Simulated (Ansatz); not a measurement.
# CH6OSSn: the cost of one run

All numbers below are computed with Ansatz 0.2.0 (UKS PBE-D4/def2-SVP).

### 1 The starting structure

Bond lengths: O1–C2 1.375 Å, C2–Sn3 2.125 Å, Sn3–S4 2.507 Å, O1–H5 0.998 Å, C2–H6 1.126 Å, C2–H7 1.086 Å, Sn3–H8 1.707 Å, Sn3–H9 1.809 Å, S4–H10 1.415 Å. Angles: O1–C2–Sn3 107.3°, O1–C2–H6 109.3°, O1–C2–H7 113.2°, Sn3–C2–H6 109.6°, Sn3–C2–H7 109.1°, H6–C2–H7 108.2°, C2–O1–H5 108.6°, C2–Sn3–S4 109.5°, C2–Sn3–H8 111.5°, C2–Sn3–H9 109.2°, S4–Sn3–H8 108.3°, S4–Sn3–H9 107.4°, H8–Sn3–H9 110.8°, Sn3–S4–H10 87.5°.

Coordinates:

```xyz
10

O    -0.9394    1.0434   -1.0768
C    -0.8464    0.8520    0.2818
Sn    0.4251   -0.8210    0.5971
S     2.6633   -0.3780   -0.4415
H    -1.4772    0.2987   -1.4673
H    -0.3931    1.7666    0.7563
H    -1.8059    0.6638    0.7547
H    -0.2198   -2.2377   -0.1027
H     0.6884   -1.0429    2.3726
H     1.9881   -0.1962   -1.6713
```

### 2 End point A

input.yaml

```yaml
crystal:
  periodic: [false, false, false]
  atoms:
    - { symbol: O, position_ang: [-0.9394, 1.0434, -1.0768] }
    - { symbol: C, position_ang: [-0.8464, 0.852, 0.2818] }
    - { symbol: Sn, position_ang: [0.4251, -0.821, 0.5971] }
    - { symbol: S, position_ang: [2.6633, -0.378, -0.4415] }
    - { symbol: H, position_ang: [-1.4772, 0.2987, -1.4673] }
    - { symbol: H, position_ang: [-0.3931, 1.7666, 0.7563] }
    - { symbol: H, position_ang: [-1.8059, 0.6638, 0.7547] }
    - { symbol: H, position_ang: [-0.2198, -2.2377, -0.1027] }
    - { symbol: H, position_ang: [0.6884, -1.0429, 2.3726] }
    - { symbol: H, position_ang: [1.9881, -0.1962, -1.6713] }
magnetization:
  spin_polarized: true
basis:
  gaussian: { orbitals: def2-SVP }
hamiltonian:
  xc: pbe
  dispersion: d4
relax:
  f_tol: 0.02
  max_steps: 50
```

Command:

```console
> ansatz run input.yaml --threads 2 --pin off --max-ram 3072MiB --backend cpu --events-out ev --progress --plain --runs-dir out
```

Q: Estimate wall time and peak memory on 2 threads of AMD EPYC 7R43 (Zen 3), shared host.

About 3 min, with a peak of 0.2 GiB.
